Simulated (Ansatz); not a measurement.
# H4O3STi: the cost of one run

Method: the settings change from run to run; program: Ansatz 0.2.0, Gaussian basis.

### 1 The relaxed structure

The geometry comes from an earlier relaxation with PBE0-D4 in a triple-zeta def2 set; it is a stationary point, not always the lowest conformer.

SMILES `[OH][Ti]([OH])([OH])[SH]`, 9 atoms, charge 0, spin multiplicity 1.

Atoms are counted from 1 here; the program's logs count them from 0.

Bond lengths: O1–Ti2 1.793 Å, O1–H6 0.958 Å, Ti2–O3 1.788 Å, Ti2–O4 1.784 Å, Ti2–S5 2.312 Å, O3–H7 0.958 Å, O4–H8 0.957 Å, S5–H9 1.346 Å. Angles: Ti2–O1–H6 131.0°, O1–Ti2–O3 111.7°, O1–Ti2–O4 110.0°, O1–Ti2–S5 109.8°, O3–Ti2–O4 111.0°, O3–Ti2–S5 105.9°, O4–Ti2–S5 108.3°, Ti2–O3–H7 131.9°, Ti2–O4–H8 135.1°, Ti2–S5–H9 92.0°.

### 2 r2SCAN0/cc-pVTZ-DK

Set apart from the defaults: charge +1, multiplicity 2, D4 dispersion.

File in.yaml:

```yaml
crystal:
  periodic: [false, false, false]
  atoms:
    - {symbol: O, position_ang: [-0.203133, 1.308294, -1.266506]}
    - {symbol: Ti, position_ang: [0.243366, 0.048114, -0.072466]}
    - {symbol: O, position_ang: [2.010755, -0.217242, -0.019445]}
    - {symbol: O, position_ang: [-0.620655, -1.470172, -0.435471]}
    - {symbol: S, position_ang: [-0.357128, 0.735583, 2.051531]}
    - {symbol: H, position_ang: [-0.860828, 1.309663, -1.963298]}
    - {symbol: H, position_ang: [2.536010, -1.016881, 0.033194]}
    - {symbol: H, position_ang: [-1.181373, -2.067095, 0.060146]}
    - {symbol: H, position_ang: [-1.478614, 1.323434, 1.595215]}
basis:
  gaussian: {orbitals: cc-pVTZ-DK}
total_charge: 1
magnetization: {spin_polarized: true, initial_magnetization: 1}
hamiltonian: {xc: {name: r2SCAN0}, dispersion: d4}
```

Started as:

```bash
ansatz run in.yaml --threads 4 --pin off --events-out ev --progress --plain --max-ram 10444MiB
```

What time and memory should one allow on 4 threads of Arm Neoverse V1, shared host?

About 24 s, with a peak of 1.1 GiB.
